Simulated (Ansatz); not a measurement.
# CH5BO2S: a ladder of functionals and wavefunction methods

Aim: compute CH5BO2S with functionals from several rungs and with coupled cluster. The yardstick is the atomisation energy at the CCSD(T) limit.

Method: functionals in def2-TZVPP, the program's frozen cores in correlated methods; program: Ansatz 0.2.0, Gaussian basis.

Levels to be run: PBE-D4, r2SCAN-D4, PBE0-D4, B3LYP-D4, ωB97X-V, ωB97M-V, B2PLYP; CCSD(T)/def2-TZVPP; MP2/def2-QZVPP; extrapolation to the limit.

### Step 1. The relaxed structure

All runs share one geometry, relaxed beforehand with PBE0-D4/def2-TZVP.

SMILES `OBSCO`, 10 atoms, charge 0, spin multiplicity 1.

Atoms are counted from 1 here; the program's logs count them from 0.

Bond lengths: O1–B2 1.354 Å, O1–H6 0.959 Å, B2–S3 1.797 Å, B2–H7 1.198 Å, S3–C4 1.829 Å, C4–O5 1.393 Å, C4–H8 1.088 Å, C4–H9 1.095 Å, O5–H10 0.962 Å. Angles: B2–O1–H6 113.1°, O1–B2–S3 120.9°, O1–B2–H7 122.3°, S3–B2–H7 116.8°, B2–S3–C4 102.6°, S3–C4–O5 114.0°, S3–C4–H8 108.5°, S3–C4–H9 105.1°, O5–C4–H8 107.2°, O5–C4–H9 112.5°, H8–C4–H9 109.5°, C4–O5–H10 108.7°.

### Step 2. PBE-D4 (GGA)

in.yaml

```yaml
crystal:
  periodic: [false, false, false]
  atoms:
    - {symbol: O, position_ang: [-1.209835, 0.585441, -1.164932]}
    - {symbol: B, position_ang: [0.077989, 0.369790, -1.523265]}
    - {symbol: S, position_ang: [1.212967, -0.478592, -0.417622]}
    - {symbol: C, position_ang: [0.198307, -0.724436, 1.083804]}
    - {symbol: O, position_ang: [0.157058, 0.383789, 1.926251]}
    - {symbol: H, position_ang: [-1.718598, 1.034835, -1.842981]}
    - {symbol: H, position_ang: [0.511533, 0.707157, -2.588373]}
    - {symbol: H, position_ang: [-0.824636, -0.933800, 0.778244]}
    - {symbol: H, position_ang: [0.622031, -1.607769, 1.573014]}
    - {symbol: H, position_ang: [1.056185, 0.612486, 2.178759]}
basis:
  gaussian: {orbitals: def2-TZVPP}
hamiltonian: {xc: pbe, dispersion: d4}
output: {forces: true, orbitals: {seedname: orbitals}}
```

On the command line:

```bash
> ansatz run in.yaml --threads 4 --pin off --events-out ev --progress --plain --max-ram 10444MiB
```

After this run come: r2SCAN-D4 (meta-GGA); PBE0-D4 (hybrid); B3LYP-D4 (hybrid); ωB97X-V (range-separated); ωB97M-V (range-separated); B2PLYP (double hybrid); CCSD(T) in def2-TZVPP; MP2 in def2-QZVPP.

**Question.** What will the summary of the whole plan be? Wanted: atomisation energy, CCSD(T)/CBS; farthest; mean size of error, hybrid; mean size of error, range-separated; gap, smallest and largest; T1 diagnostic; triples share of the correlation energy.

**Answer**, as computed:

| quantity | value |
| --- | --- |
| atomisation energy, CCSD(T)/CBS | 3820.1 kJ/mol |
| functionals within 19.1 kJ/mol (0.5 %) | PBE0-D4, B3LYP-D4, ωB97X-V |
| farthest | PBE-D4 (+106.2 kJ/mol) |
| mean size of error, hybrid | 7.8 kJ/mol |
| mean size of error, range-separated | 15.6 kJ/mol |
| gap, smallest and largest | 5.17 eV (PBE-D4), 11.85 eV (ωB97X-V) |
| T1 diagnostic | 0.0129 |
| triples share of the correlation energy | 3.9 % |

**Reading.** PBE-D4 misses by +106.2 kJ/mol, or 11.8 kJ/mol for each of 9 bonds. Double hybrids carry the basis error of their MP2 part in triple zeta, and no dispersion term here, so their miss is partly the set-up's. The reference freezes the cores and leaves out relativity and excitations past (T), so misses under about 19.1 kJ/mol can't be ranked. Hartree-Fock recovers 71 % of the binding; the rest is correlation. The gap grows from 5.2 to 11.8 eV across the functionals, mostly with the share of exact exchange.
